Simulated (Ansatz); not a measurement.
# GeAsH3 (triplet): the correlation ladder, cc-pVDZ

An exercise on one series of results from a longer session: the logs are not shown, and one member is left open.

Program: Ansatz 0.2.0, Gaussian basis. Level of theory: cc-pVDZ, core rule «outside noble gas», up to 28 orbitals frozen. These are calculated values, not measurements.

To be run: UHF; CCSD(T) on ROHF; CCSD(T) on UHF; BCCD(T) on ROHF; CISD as a restricted active space (open shells left free, so some higher excitations enter); CCSDT(Q) on ROHF; CCSDT(Q) on UHF; CASSCF and NEVPT2, 12 electrons in 11 orbitals.

22 further runs of the same task are left out: 9 that didn't finish, 13 set aside as unsound or not needed. Runs told in other sessions of the task aren't counted.

### What is computed

The geometry is a PBE0/def2-TZVP stationary point (not a proven minimum). No spin-orbit coupling is included. The filled d shell of Ge, As may be among the frozen orbitals whatever the setting's name suggests.

5 atoms, charge 0, spin multiplicity 3.

Atoms are counted from 1 here; the program's logs count them from 0.

Bond lengths: Ge1–As2 2.423 Å, Ge1–H3 1.552 Å, Ge1–H4 1.552 Å, As2–H5 1.526 Å. Angles: As2–Ge1–H3 109.8°, As2–Ge1–H4 109.8°, H3–Ge1–H4 106.6°, Ge1–As2–H5 93.8°.

Coordinates:

```csv
atom,x (Å),y (Å),z (Å)
Ge1,0.0000,-0.0566,1.2141
As2,0.0000,0.0562,-1.2063
H3,-1.2446,0.6821,1.7739
H4,1.2446,0.6822,1.7739
H5,0.0000,-1.4603,-1.3789
```

Set-up of the first run:

in.yaml reads:

```yaml
crystal:
  periodic: [false, false, false]
  atoms:
    - {symbol: Ge, position_ang: [0.000000, -0.056595, 1.214134]}
    - {symbol: As, position_ang: [0.000000, 0.056163, -1.206338]}
    - {symbol: H, position_ang: [-1.244560, 0.682142, 1.773873]}
    - {symbol: H, position_ang: [1.244554, 0.682153, 1.773873]}
    - {symbol: H, position_ang: [0.000006, -1.460284, -1.378912]}
basis:
  gaussian: {orbitals: cc-pVDZ}
magnetization: {spin_polarized: true, initial_magnetization: 2}
hamiltonian: {xc: hf}
output: {orbitals: {seedname: orbitals}}
```

The run is started by

```console
$ ansatz run in.yaml --threads 1 --pin off --events-out ev --progress --plain --max-ram 2393MiB
```

Among the steps run: UHF; CCSD(T) on ROHF; CCSD(T) on UHF; BCCD(T) on ROHF; CISD as a restricted active space (open shells left free, so some higher excitations enter); CCSDT(Q) on ROHF; CCSDT(Q) on UHF; CASSCF and NEVPT2, 12 electrons in 11 orbitals.

One table of the session follows, with a row left open; its other results are not shown here.

It belongs to the step «Misses and costs». 

| method | from UCCSDT(Q) (meV) |
| --- | --- |
| ROHF | +6046.1 |
| UHF | +5902.0 |
| RMP2 | +1251.7 |
| UMP2 | +1258.3 |
| CISD | +689.9 |
| RCCSD | ? |
| UCCSD | +196.5 |
| RCCSD(T) | +46.1 |
| UCCSD(T) | +40.1 |
| BCCD(T) | +45.3 |
| RCCSDT | +14.4 |
| UCCSDT | +7.9 |
| RCCSDT(Q) | +6.6 |
| UCCSDT(Q) | 0 |
| CASSCF valence | +4220.1 |
| NEVPT2 valence | +1055.3 |

**Question.** Estimate the row for RCCSD.

As computed: from UCCSDT(Q) (meV): +205.8. In the column «from UCCSDT(Q) (meV)» it lies between UCCSD (+196.5) and CISD (+689.9).

With the free atoms at the same levels and basis (separate runs), the atomisation energy is 9.486 eV at UCCSDT(Q), 9.481 eV at RCCSD(T), 9.461 eV at UCCSD(T), 7.030 eV at ROHF.

Limits of these values: Restricted and unrestricted rows rest on different reference determinants; a gap between their highest levels can come from leftover correlation error, from unlike frozen cores or from another state.
